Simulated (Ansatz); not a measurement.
**Al3FH5NO: one species, many methods**

An exercise on one series of results from a longer session: the logs are not shown, and one member is left open.

Computed with Ansatz 0.2.0, Gaussian basis. Level: functionals in def2-TZVPP, the program's frozen cores in correlated methods.

The runs, in order: LDA (SPW92), PBE-D4, revPBE-D4, BLYP-D4, r2SCAN-D4, B97M-V, PBE0-D4, B3LYP-D4, r2SCANh-D4, r2SCAN0-D4, HSE06-D4, BHLYP-D4, CAM-B3LYP-D4, LC-ωPBE, ωB97X-V, ωB97M-V, B2PLYP, PBE-QIDH; CCSD(T)/def2-SVP; CCSD(T)/def2-TZVPP; MP2/def2-QZVPP; extrapolation to the limit; RPA on PBE.

## The geometry

An earlier PBE0-D4 in a triple-zeta def2 set relaxation fixed the geometry.

11 atoms, charge 0, spin multiplicity 1.

Atoms are counted from 1 here; the program's logs count them from 0.

Bond lengths: N1–Al2 1.770 Å, N1–H7 1.010 Å, N1–H8 1.008 Å, Al2–Al3 2.591 Å, Al2–H9 1.593 Å, Al3–O4 1.707 Å, Al3–H10 1.593 Å, O4–Al5 1.670 Å, Al5–F6 1.657 Å, Al5–H11 1.565 Å. Angles: Al2–N1–H7 124.4°, Al2–N1–H8 125.3°, H7–N1–H8 110.4°, N1–Al2–Al3 113.3°, N1–Al2–H9 116.6°, Al3–Al2–H9 130.0°, Al2–Al3–O4 113.6°, Al2–Al3–H10 131.4°, O4–Al3–H10 115.0°, Al3–O4–Al5 151.3°, O4–Al5–F6 118.0°, O4–Al5–H11 124.4°, F6–Al5–H11 117.6°.

Coordinates:

```mol
Al3FH5NO
  3D, bonds by distance, orders not assigned

 11 10  0  0  0  0  0  0  0  0999 V2000
   -1.6968    1.1680    0.0619 N   0  0
   -1.2021    0.5485   -1.5204 Al  0  0
    0.9412   -0.9046   -1.4292 Al  0  0
    1.5919   -1.0655    0.1403 O   0  0
    1.5599   -0.7456    1.7785 Al  0  0
    0.3268    0.1939    2.3635 F   0  0
   -1.2053    0.9849    0.9253 H   0  0
   -2.5024    1.7493    0.2335 H   0  0
   -2.1143    0.9519   -2.7623 H   0  0
    1.7487   -1.6643   -2.5737 H   0  0
    2.6177   -1.2735    2.8035 H   0  0
  1  2  8  0
  2  3  8  0
  3  4  8  0
  4  5  8  0
  5  6  8  0
  1  7  8  0
  1  8  8  0
  2  9  8  0
  3 10  8  0
  5 11  8  0
M  END
```

Set-up of the first run:

in.yaml

```yaml
crystal:
  periodic: [false, false, false]
  atoms:
    - {symbol: N, position_ang: [-1.696848, 1.167989, 0.061854]}
    - {symbol: Al, position_ang: [-1.202116, 0.548518, -1.520438]}
    - {symbol: Al, position_ang: [0.941199, -0.904631, -1.429228]}
    - {symbol: O, position_ang: [1.591856, -1.065523, 0.140268]}
    - {symbol: Al, position_ang: [1.559922, -0.745550, 1.778522]}
    - {symbol: F, position_ang: [0.326807, 0.193936, 2.363454]}
    - {symbol: H, position_ang: [-1.205349, 0.984873, 0.925307]}
    - {symbol: H, position_ang: [-2.502421, 1.749263, 0.233465]}
    - {symbol: H, position_ang: [-2.114284, 0.951886, -2.762314]}
    - {symbol: H, position_ang: [1.748740, -1.664265, -2.573651]}
    - {symbol: H, position_ang: [2.617691, -1.273496, 2.803460]}
basis:
  gaussian: {orbitals: def2-TZVPP}
hamiltonian: {xc: lda}
output: {orbitals: {seedname: orbitals}}
```

The run is started by

```console
$ ansatz run in.yaml --threads 4 --pin off --events-out ev --progress --plain --max-ram 10444MiB
```

Among the steps run: LDA; PBE-D4 (GGA); revPBE-D4 (GGA); BLYP-D4 (GGA); r2SCAN-D4 (meta-GGA); B97M-V (meta-GGA); B3LYP-D4 (hybrid); r2SCANh-D4 (hybrid); r2SCAN0-D4 (hybrid); HSE06-D4 (hybrid); BHLYP-D4 (hybrid); CAM-B3LYP-D4 (range-separated); LC-ωPBE (range-separated); ωB97X-V (range-separated); ωB97M-V (range-separated); B2PLYP (double hybrid); PBE-QIDH (double hybrid).

One table of the session follows, with a row left open; its other results are not shown here.

It belongs to the step «Orbital energies across the functionals». 

| functional | HOMO (eV) | LUMO (eV) | gap (eV) |
| --- | --- | --- | --- |
| LDA (SPW92) | -5.73 | -2.93 | 2.80 |
| PBE-D4 | -5.66 | -2.75 | 2.91 |
| revPBE-D4 | -5.63 | -2.67 | 2.96 |
| BLYP-D4 | ? | ? | ? |
| r2SCAN-D4 | -5.89 | -2.61 | 3.28 |
| B97M-V | -5.94 | -2.81 | 3.13 |
| PBE0-D4 | -6.73 | -2.05 | 4.67 |
| B3LYP-D4 | -6.55 | -2.19 | 4.35 |
| r2SCANh-D4 | -6.28 | -2.35 | 3.93 |
| r2SCAN0-D4 | -6.86 | -1.97 | 4.89 |
| HSE06-D4 | -6.33 | -2.42 | 3.91 |
| BHLYP-D4 | -7.69 | -1.26 | 6.44 |
| CAM-B3LYP-D4 | -7.97 | -1.06 | 6.91 |
| LC-ωPBE | -9.24 | -0.10 | 9.14 |
| ωB97X-V | -8.94 | -0.18 | 8.77 |
| ωB97M-V | -8.66 | -0.38 | 8.28 |

Estimate the missing values for BLYP-D4.

Worked estimate for «HOMO (eV)». Against the share of exact exchange, B3LYP-D4 (0.2, -6.55), BHLYP-D4 (0.5, -7.69) give a slope of -3.80 per unit share; at 0 the line stands at -5.79.

As computed: HOMO (eV): -5.54; LUMO (eV): -2.59; gap (eV): 2.95. In «HOMO (eV)» the line misses by -0.25.
